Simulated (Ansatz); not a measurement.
# BeHBr+ (quartet): wave-function methods side by side, cc-pVDZ

An exercise on one series of results from a longer session: the logs are not shown, and one member is left open.

The runs use Ansatz 0.2.0, Gaussian basis; cc-pVDZ, core rule «outside noble gas», up to 15 orbitals frozen.

To be run: UHF; CCSD(T) on ROHF; CCSD(T) on UHF; BCCD(T) on ROHF; CISD as a restricted active space (open shells left free, so some higher excitations enter); CCSDT(Q) on ROHF; CCSDT(Q) on UHF.

44 further runs of the same task are left out: 17 for a known fault of the program, 10 that didn't finish, 17 set aside as unsound or not needed. Runs told in other sessions of the task aren't counted.

## The system

The geometry is a PBE0/def2-TZVP stationary point (not a proven minimum) of the parent state, kept for this charge and spin. No spin-orbit coupling is included. The filled d shell of Br may be among the frozen orbitals whatever the setting's name suggests.

3 atoms, charge 1, spin multiplicity 4.

Atoms are counted from 1 here; the program's logs count them from 0.

Bond lengths: Br1–Be2 2.083 Å, Be2–H3 1.539 Å. Angles: Br1–Be2–H3 69.7°.

Set-up of the first run:

Contents of in.yaml:

```yaml
crystal:
  periodic: [false, false, false]
  atoms:
    - {symbol: Br, position_ang: [0.000000, 0.011131, 0.226374]}
    - {symbol: Be, position_ang: [0.000000, -0.239372, -1.841083]}
    - {symbol: H, position_ang: [0.000000, 1.257889, -1.484206]}
basis:
  gaussian: {orbitals: cc-pVDZ}
total_charge: 1
magnetization: {spin_polarized: true, initial_magnetization: 3}
hamiltonian: {xc: hf}
output: {orbitals: {seedname: orbitals}}
```

Launch:

```bash
$ ansatz run in.yaml --threads 1 --pin off --events-out ev --progress --plain --max-ram 2393MiB
```

Steps of the session up to this table: UHF; CCSD(T) on ROHF; CCSD(T) on UHF; BCCD(T) on ROHF; CISD as a restricted active space (open shells left free, so some higher excitations enter); CCSDT(Q) on ROHF; CCSDT(Q) on UHF.

One of the session's tables, all rows but one given; the rest of the session is left out.

| method | from UCCSDT(Q) (kcal/mol) |
| --- | --- |
| ROHF | ? |
| UHF | +84.39 |
| RMP2 | +15.27 |
| UMP2 | +15.34 |
| CISD | +5.71 |
| RCCSD | +2.43 |
| UCCSD | +2.27 |
| RCCSD(T) | +0.61 |
| UCCSD(T) | +0.52 |
| BCCD(T) | +0.60 |
| RCCSDT | +0.21 |
| UCCSDT | +0.13 |
| RCCSDT(Q) | +0.08 |
| UCCSDT(Q) | 0 |

**Question.** Estimate the row for ROHF.

**Answer.** from UCCSDT(Q) (kcal/mol): +88.17. In the column «from UCCSDT(Q) (kcal/mol)» it is the highest.

Caveats from the session: Restricted and unrestricted rows rest on different reference determinants; a gap between their highest levels can come from leftover correlation error, from unlike frozen cores or from another state.
